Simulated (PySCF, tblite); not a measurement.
# C₃H₈F₂S₂Si: geometry, infrared bands and NMR shifts

Wanted: the infrared bands and NMR shifts of C₃H₈F₂S₂Si (`CS[Si@H](S)C(C)(F)F`), by calculation.

Computed with tblite 0.8.0 and PySCF 2.14.0, with density-fitted response routines of our own, on a single molecule in the gas phase. Atoms count from 0, in the outputs and in this text.

### Step 1. Starting geometry

16 atoms, charge 0, multiplicity 1; geometry from: force field or distance geometry start.

Bonds of the start (Å): C0–S1 1.83, S1–Si2 2.12, Si2–S3 2.15, Si2–C4 1.86, C4–C5 1.51, C4–F6 1.40, C4–F7 1.37, C0–H8 1.11, C0–H9 1.10, C0–H10 1.12, Si2–H11 1.48, S3–H12 1.42, C5–H13 1.10, C5–H14 1.11, C5–H15 1.11.

### Step 2. Relaxing the molecule with GFN2-xTB

What the job is given:

```
{"job": {"kind": "relax", "xc": "GFN2-xTB", "basis": "xTB"}, "charge": 0, "multiplicity": 1}
C      3.043300    -0.184600     0.222800
S      1.349600    -0.777000     0.587600
Si    -0.002200     0.356800    -0.588800
S      0.568600     2.427900    -0.433900
C     -1.784100     0.116600    -0.100500
C     -2.059900    -1.280500     0.403800
F     -2.535400     0.260300    -1.273900
F     -2.248100     1.057800     0.783300
H      3.067100    -0.015200    -0.874600
H      3.799500    -0.950900     0.457400
H      3.245000     0.752700     0.793700
H      0.158600    -0.084400    -1.991300
H     -0.259300     3.129600     0.484700
H     -2.069400    -1.239400     1.502700
H     -1.249400    -1.943100     0.032300
H     -3.031600    -1.617400    -0.016900
```

Run with:

```bash
> OMP_NUM_THREADS=1 python probes_run.py task.json out
```

One launch serves the whole session: the jobs run in the order shown.

**Question.** This job is followed by: GFN2-xTB harmonic vibrations, gas phase; GIAO PBE0/pcSseg-1 NMR shielding, non-relativistic, gas phase. What will the session give for the following? strongest single infrared mode (GFN2-xTB); zero-point energy (GFN2-xTB); 13C shifts against TMS (PBE0/pcSseg-1); 1H shifts against TMS (PBE0/pcSseg-1, means over atoms taken as alike); 33S shifts against CS2 (PBE0/pcSseg-1); 29Si shifts against TMS (PBE0/pcSseg-1); 19F shifts against CFCl3 (PBE0/pcSseg-1); surface potential, 1st and 99th percentile.

As calculated:

```
                                                              quantity                       value
                             strongest single infrared mode (GFN2-xTB)        635 cm⁻¹, 260 km/mol
                                          zero-point energy (GFN2-xTB)               65.7 kcal/mol
                                13C shifts against TMS (PBE0/pcSseg-1)       129.0, 25.3, 11.8 ppm
1H shifts against TMS (PBE0/pcSseg-1, means over atoms taken as alike)  5.68, 2.12, 1.72, 1.40 ppm
                                33S shifts against CS2 (PBE0/pcSseg-1)              -166, -255 ppm
                               29Si shifts against TMS (PBE0/pcSseg-1)                    15.5 ppm
                              19F shifts against CFCl3 (PBE0/pcSseg-1)          -112.7, -119.8 ppm
                                 surface potential, 1st and 99th percentile          -0.77 V and 1.27 V
```

**Reading.** The optimisation took 84 steps and gained 0.576 eV; among the close pairs (by a distance rule), S3–H12 changed most, from 1.422 to 1.323 Å. The lowest mode is slightly imaginary (12i cm⁻¹), a soft motion within the noise of the Hessian, so the minimum is not strictly shown. The strongest single mode, at 635 cm⁻¹, moves mainly H11. GFN2-xTB is a fitted tight-binding method: band positions and strengths are rough. Its intensities can rank the bands wrongly. At PBE0/pcSseg-1: Shielding is most anisotropic at S3 (span 239 ppm, paramagnetic term -300 ppm). By nearest atom (PBE0/pcSseg-1), the HOMO sits on S1 74 %; S3 9 % and the LUMO on Si2 21 %; S1 17 %.
